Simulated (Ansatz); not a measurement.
A run of Ansatz 0.2.0:

input.yaml

```yaml
crystal:
  lattice:
    - [3.1974455988, 0.0, 0.0]
    - [-1.5987227994, 2.7690691158, 0.0]
    - [0.0, 0.0, 7.942745]
  atoms:
    - { symbol: Se, position: [0.0, 0.0, 0.0] }
    - { symbol: Ti, position: [0.6666666667, 0.3333333333, 0.5] }
    - { symbol: Ti, position: [0.3333333333, 0.6666666667, 0.772902] }
    - { symbol: Ti, position: [0.3333333333, 0.6666666667, 0.227098] }
kpoints:
  mp_grid: { grid: [10, 10, 4] }
  band_path:
    path:
      - [0.0, 0.0, 0.0]
      - [0.5, 0.0, 0.0]
      - [0.3333333333, 0.3333333333, 0.0]
      - [0.0, 0.0, 0.0]
      - [0.0, 0.0, 0.5]
      - [0.5, 0.0, 0.5]
      - [0.3333333333, 0.3333333333, 0.5]
      - [0.0, 0.0, 0.5]
    npoints: 8
scf:
  occupations: { method: fermi_dirac, width: 0.05 }
hamiltonian:
  xc: pbesol
  pseudopotentials: { kind: all_electron, lapw: { basis_error: 0.002 } }
output:
  forces: true
  stress: true
  eigenvalues: true
```

Potentials or basis: all-electron LAPW, scalar-relativistic.

Launch:

```bash
$ ansatz run input.yaml --threads 2 --pin off --max-ram 8192MiB --backend cpu --events-out ev --progress --plain --runs-dir out
```

Hardware: 2 threads of Arm Neoverse V2, with other jobs on the host.

Question: How long does it take, and how much memory?

Answer: Run time: 30 s on 2 threads of Arm Neoverse V2 (shared host), peak memory 0.41 GiB. Counts: scf iterations 13, plane waves 579, k points 42, bands 36.
